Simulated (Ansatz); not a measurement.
**CH6AsGaSi: one species, many methods**

An exercise on one series of results from a longer session: the logs are not shown, and one member is left open.

Computed with Ansatz 0.2.0, Gaussian basis. Level: functionals in def2-TZVPP, the program's frozen cores in correlated methods.

Levels to be run: LDA (SPW92), PBE-D4, revPBE-D4, BLYP-D4, r2SCAN-D4, B97M-V, PBE0-D4, B3LYP-D4, r2SCANh-D4, r2SCAN0-D4, HSE06-D4, BHLYP-D4, CAM-B3LYP-D4, LC-ωPBE, ωB97X-V, ωB97M-V, B2PLYP, PBE-QIDH; CCSD(T)/def2-SVP; CCSD(T)/def2-TZVPP; MP2/def2-QZVPP; extrapolation to the limit; RPA on PBE.

## Structure used throughout

All runs share one geometry, relaxed beforehand with PBE0-D4 in a triple-zeta def2 set.

SMILES `[SiH3][As]1[CH2][GaH]1`, 10 atoms, charge 0, spin multiplicity 1.

Atoms are counted from 1 here; the program's logs count them from 0.

Bond lengths: Si1–As2 2.314 Å, Si1–H5 1.580 Å, Si1–H6 1.489 Å, Si1–H7 1.483 Å, As2–C3 2.056 Å, As2–Ga4 2.457 Å, C3–Ga4 1.941 Å, C3–H8 1.086 Å, C3–H9 1.087 Å, Ga4–H10 1.537 Å. Angles: As2–Si1–H5 103.7°, As2–Si1–H6 118.7°, As2–Si1–H7 117.6°, H5–Si1–H6 98.0°, H5–Si1–H7 104.8°, H6–Si1–H7 110.5°, Si1–As2–C3 86.3°, Si1–As2–Ga4 68.3°, C3–As2–Ga4 50.0°, As2–C3–Ga4 75.8°, As2–C3–H8 116.5°, As2–C3–H9 109.2°, Ga4–C3–H8 122.2°, Ga4–C3–H9 116.0°, H8–C3–H9 111.8°, As2–Ga4–C3 54.2°, As2–Ga4–H10 141.2°, C3–Ga4–H10 156.8°.

Set-up of the first run:

in.yaml

```yaml
crystal:
  periodic: [false, false, false]
  atoms:
    - {symbol: Si, position_ang: [-0.954217, 0.444678, 1.107369]}
    - {symbol: As, position_ang: [1.357172, 0.466184, 0.998912]}
    - {symbol: C, position_ang: [1.171116, -1.014006, -0.415526]}
    - {symbol: Ga, position_ang: [0.341188, 0.536126, -1.237229]}
    - {symbol: H, position_ang: [-1.399146, 0.327631, -0.404074]}
    - {symbol: H, position_ang: [-1.635419, -0.776004, 1.619286]}
    - {symbol: H, position_ang: [-1.631238, 1.665463, 1.609422]}
    - {symbol: H, position_ang: [0.599164, -1.891158, -0.126436]}
    - {symbol: H, position_ang: [2.157781, -1.280473, -0.787032]}
    - {symbol: H, position_ang: [-0.006391, 1.521559, -2.364701]}
basis:
  gaussian: {orbitals: def2-TZVPP}
hamiltonian: {xc: lda}
output: {orbitals: {seedname: orbitals}}
```

On the command line:

```bash
$ ansatz run in.yaml --threads 4 --pin off --events-out ev --progress --plain --max-ram 10444MiB
```

Steps of the session up to this table: LDA; PBE-D4 (GGA); revPBE-D4 (GGA); BLYP-D4 (GGA); r2SCAN-D4 (meta-GGA); B97M-V (meta-GGA); B3LYP-D4 (hybrid); r2SCANh-D4 (hybrid); r2SCAN0-D4 (hybrid); HSE06-D4 (hybrid); BHLYP-D4 (hybrid); CAM-B3LYP-D4 (range-separated); LC-ωPBE (range-separated); ωB97X-V (range-separated); ωB97M-V (range-separated); B2PLYP (double hybrid); PBE-QIDH (double hybrid).

One table of the session follows, with a row left open; its other results are not shown here.

It belongs to the step «Orbital energies across the functionals». 

| functional | HOMO (eV) | gap (eV) |
| --- | --- | --- |
| LDA (SPW92) | -5.26 | 3.50 |
| PBE-D4 | -5.12 | 3.61 |
| revPBE-D4 | -5.06 | 3.66 |
| BLYP-D4 | -4.93 | 3.57 |
| r2SCAN-D4 | -5.32 | 4.09 |
| B97M-V | -5.33 | 4.02 |
| PBE0-D4 | -6.01 | 5.32 |
| B3LYP-D4 | -5.80 | 4.93 |
| r2SCANh-D4 | -5.65 | 4.71 |
| r2SCAN0-D4 | -6.15 | 5.63 |
| HSE06-D4 | -5.63 | 4.57 |
| BHLYP-D4 | -6.74 | 6.91 |
| CAM-B3LYP-D4 | -7.11 | 7.40 |
| LC-ωPBE | -8.33 | 9.68 |
| ωB97X-V | ? | ? |
| ωB97M-V | -7.93 | 8.94 |

Q: Estimate the row for ωB97X-V from the others.

As computed: HOMO (eV): -8.04; gap (eV): 9.31. In the column «HOMO (eV)» it lies between LC-ωPBE (-8.33) and ωB97M-V (-7.93).
